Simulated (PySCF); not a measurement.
# SnI: a composite coupled-cluster curve

One table from this session's results is given with a row withheld; the runs are named, their logs left out.

The runs use PySCF 2.14.0; CCSD(T) on ROHF, scalar-relativistic core potentials.

2 further runs of the same task are left out: 2 set aside as unsound or not needed.

Set-up of the first run:

```yaml
molecule: SnI
state: doublet, unpaired electrons π ↑
smaller_basis: Sn cc-pwCVDZ-PP with ECP28, I aug-cc-pVDZ-PP with ECP28
larger_basis: Sn cc-pwCVTZ-PP with ECP28, I aug-cc-pVTZ-PP with ECP28
frozen_core_orbitals: 13
extrapolation: correlation as n⁻³ (n = 2, 3), Hartree–Fock as (n+1)·exp(−9√n)
corrections: none
distances_Å: 2.4078, 2.5173, 2.6267, 2.7361, 2.8456, 2.9824, 3.1192
masses_u: 119.9022, 126.9045
dissociation_limit: Sn + I
```

Command:

```console
$ OMP_NUM_THREADS=4 python comp.py task.json out
```

Among the steps run: Coupled cluster at each distance.

One of the session's tables, all rows but one given; the rest of the session is left out.

It belongs to the step «Coupled cluster at each distance». Parts of the energy along the bond, in eV from Sn + I:

```
 R (Å)  HF/CBS  CCSD corr.      (T)
2.4078  -1.234      -0.930  -0.1466
2.5173  -1.693      -0.878  -0.1473
2.6267  -1.926      -0.833  -0.1484
2.7361       ?           ?        ?
2.8456  -1.978      -0.758  -0.1512
2.9824  -1.847      -0.722  -0.1533
3.1192  -1.651      -0.692  -0.1560
```

**Question.** Estimate the row for R (Å) = 2.7361.

Worked estimate for «HF/CBS». A straight line through the neighbours (2.6267, -1.926) and (2.8456, -1.978) gives -1.926 + (-1.978 + 1.926) × (2.7361 − 2.6267) / (2.8456 − 2.6267) = -1.952; a parabola fitted to 4 rows on both sides gives -2.003.

**Answer.** HF/CBS: -2.005; CCSD corr.: -0.793; (T): -0.1496. In «HF/CBS» the line misses by +0.053 and the parabola by +0.002.

To keep in mind: An extrapolation from double and triple zeta is rough, so this isn't yet the limit.
